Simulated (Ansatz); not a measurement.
Run this with Ansatz 0.2.0, Python API and show what comes out.

`relaxed_scan.py`
```python
'''One bond of AlClGeH4 held at set lengths while the rest relaxes.'''

import ansatz as az
from ase import Atoms
import numpy as np

atoms = Atoms(['Cl', 'Al', 'Ge', 'H', 'H', 'H', 'H'], positions=[
    [-2.6076, -1.5795, -0.1372],
    [-0.4845, -1.2616, 0.1312],
    [0.471, 0.9651, -0.1004],
    [0.5203, -2.5016, 0.4744],
    [0.2381, 1.4999, -1.531],
    [-0.135, 1.9303, 0.9563],
    [2.059, 0.8794, 0.161],
])
system = az.Crystal.molecule_from_ase(atoms)

calculation = system.calculation()
calculation = calculation.basis(gaussian='def2-SVP')
calculation = calculation.functional('PBE0', dispersion='d3bj')
symbols = [site.symbol for site in system.cartesian_sites]
pairs = [(0, 1), (1, 2), (1, 3), (2, 4), (2, 5), (2, 6)]
print('held (A)   E (eV)        ', '  '.join(f'{symbols[i]}{i}-{symbols[j]}{j}' for i, j in pairs))
for length in [1.48, 1.61, 1.74, 1.93, 2.18]:
    data = calculation.relax(constraints=[az.DistanceConstraint((2, 6), at=length)], force_tolerance=0.02, max_steps=60).run().report
    xyz = np.array(data['positions_ang'])
    print(f'{length:6.2f} {data["free_energy_ev"]:14.5f}  ', '  '.join(f'{np.linalg.norm(xyz[i] - xyz[j]):.3f}' for i, j in pairs))
```

```console
$ python relaxed_scan.py
held (A)   E (eV)         Cl0-Al1  Al1-Ge2  Al1-H3  Ge2-H4  Ge2-H5  Ge2-H6
DeckWarning: relax.constraints: the input's atoms, or those drawn, lie off the distances that are held; a relaxation that starts there is brought onto them ahead of its first SCF, by positions alone, an atom by 6.58e-2 Å at the most. With the symmetry detection on, the symmetry is detected on the input's atoms as so brought (as typed, where only the drawn atoms reach the distances), and notices that speak of the structure as typed mean those atoms
  1.48   -75677.16292   2.113  2.465  1.584  1.543  1.543  1.480
  1.61   -75677.16298   2.112  2.465  1.583  1.542  1.542  1.610
  1.74   -75676.95221   2.112  2.464  1.582  1.541  1.541  1.740
  1.93   -75676.46719   2.111  2.463  1.581  1.541  1.541  1.930
  2.18   -75675.71888   2.110  2.460  1.579  1.539  1.539  2.180
```
(Warnings from the package without file and line, repeats left out.)

Total energies depend on the basis set; only differences at equal settings carry meaning. The energies are electronic: no zero-point or thermal terms, and the basis set is short of its limit. Wall time of the script: 100 s on 1 thread of Arm Neoverse V2 (shared host), peak memory 0.27 GiB.
